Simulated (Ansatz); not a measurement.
**C₈H₁₁NSi: basis-set convergence**

The task here is to estimate one member of a computed series from the others.

The runs use Ansatz 0.2.0, Gaussian basis; one geometry, several basis sets.

Plan: PBE0-D4/def2-SVP; ωB97M-V/def2-SVP; PBE0-D4/def2-QZVPP; ωB97M-V/def2-QZVPP; the functionals' def2-TZVPP values are taken from earlier runs.

## The geometry

An earlier PBE0-D4 in a triple-zeta def2 set relaxation fixed the geometry.

21 atoms, charge 0, spin multiplicity 1.

Atoms are counted from 1 here; the program's logs count them from 0.

Bond lengths: C1–C2 1.332 Å, C1–H11 1.081 Å, C1–H12 1.082 Å, C2–N3 1.391 Å, C2–H13 1.087 Å, N3–Si4 1.742 Å, N3–C5 1.417 Å, Si4–H14 1.490 Å, Si4–H15 1.485 Å, Si4–H16 1.482 Å, C5–C6 1.390 Å, C5–C10 1.393 Å, C6–C7 1.388 Å, C6–H17 1.085 Å, C7–C8 1.384 Å, C7–H18 1.084 Å, C8–C9 1.390 Å, C8–H19 1.084 Å and more. Angles: C2–C1–H11 119.2°, C2–C1–H12 122.8°, H11–C1–H12 118.1°, C1–C2–N3 127.7°, C1–C2–H13 119.4°, N3–C2–H13 112.8°, C2–N3–Si4 120.8°, C2–N3–C5 120.1°, Si4–N3–C5 118.8°, N3–Si4–H14 113.4°, N3–Si4–H15 106.6°, N3–Si4–H16 108.3°, H14–Si4–H15 108.3°, H14–Si4–H16 108.5°, H15–Si4–H16 111.8°, N3–C5–C6 120.2°, N3–C5–C10 120.4°, C6–C5–C10 119.4° and more.

Set-up of the first run:

Input file in.yaml:

```yaml
crystal:
  periodic: [false, false, false]
  atoms:
    - {symbol: C, position_ang: [-0.130602, 2.503960, -1.098245]}
    - {symbol: C, position_ang: [-0.698959, 2.130407, 0.047054]}
    - {symbol: N, position_ang: [-0.713815, 0.860746, 0.616028]}
    - {symbol: Si, position_ang: [-1.812568, 0.476550, 1.912287]}
    - {symbol: C, position_ang: [0.068099, -0.178751, 0.054014]}
    - {symbol: C, position_ang: [-0.532773, -1.364377, -0.351253]}
    - {symbol: C, position_ang: [0.238762, -2.410365, -0.838370]}
    - {symbol: C, position_ang: [1.612188, -2.272606, -0.943370]}
    - {symbol: C, position_ang: [2.213401, -1.083523, -0.548641]}
    - {symbol: C, position_ang: [1.450935, -0.044378, -0.047569]}
    - {symbol: H, position_ang: [-0.197542, 3.537737, -1.406632]}
    - {symbol: H, position_ang: [0.401836, 1.814355, -1.740132]}
    - {symbol: H, position_ang: [-1.230438, 2.866399, 0.644313]}
    - {symbol: H, position_ang: [-3.096490, -0.116375, 1.444379]}
    - {symbol: H, position_ang: [-2.115243, 1.755226, 2.603286]}
    - {symbol: H, position_ang: [-1.147931, -0.492869, 2.815412]}
    - {symbol: H, position_ang: [-1.611560, -1.462491, -0.293598]}
    - {symbol: H, position_ang: [-0.242094, -3.331791, -1.146072]}
    - {symbol: H, position_ang: [2.214846, -3.086190, -1.329396]}
    - {symbol: H, position_ang: [3.289253, -0.970485, -0.620262]}
    - {symbol: H, position_ang: [1.916198, 0.879623, 0.273568]}
basis:
  gaussian: {orbitals: def2-SVP}
hamiltonian: {xc: pbe0, dispersion: d4}
output: {orbitals: {seedname: orbitals}}
```

The run is started by

```
$ ansatz run in.yaml --threads 4 --pin off --events-out ev --progress --plain --max-ram 46080MiB --backend cpu
```

Steps of the session up to this table: PBE0-D4 in def2-SVP; ωB97M-V in def2-SVP; PBE0-D4 in def2-QZVPP; ωB97M-V in def2-QZVPP.

One of the session's tables, all rows but one given; the rest of the session is left out.

It belongs to the step «Functionals by basis». 

| functional | basis | HOMO (eV) | LUMO (eV) |
| --- | --- | --- | --- |
| PBE0-D4 | def2-SVP | -5.89 | -0.29 |
| PBE0-D4 | def2-TZVPP | -5.97 | -0.45 |
| PBE0-D4 | def2-QZVPP | -5.99 | -0.49 |
| ωB97M-V | def2-SVP | ? | ? |
| ωB97M-V | def2-TZVPP | -8.08 | 1.53 |
| ωB97M-V | def2-QZVPP | -8.10 | 1.40 |

Estimate the missing values for ωB97M-V, def2-SVP.

As computed: HOMO (eV): -7.99; LUMO (eV): 1.78. In the column «HOMO (eV)» it lies between ωB97M-V, def2-TZVPP (-8.08) and PBE0-D4, def2-QZVPP (-5.99).
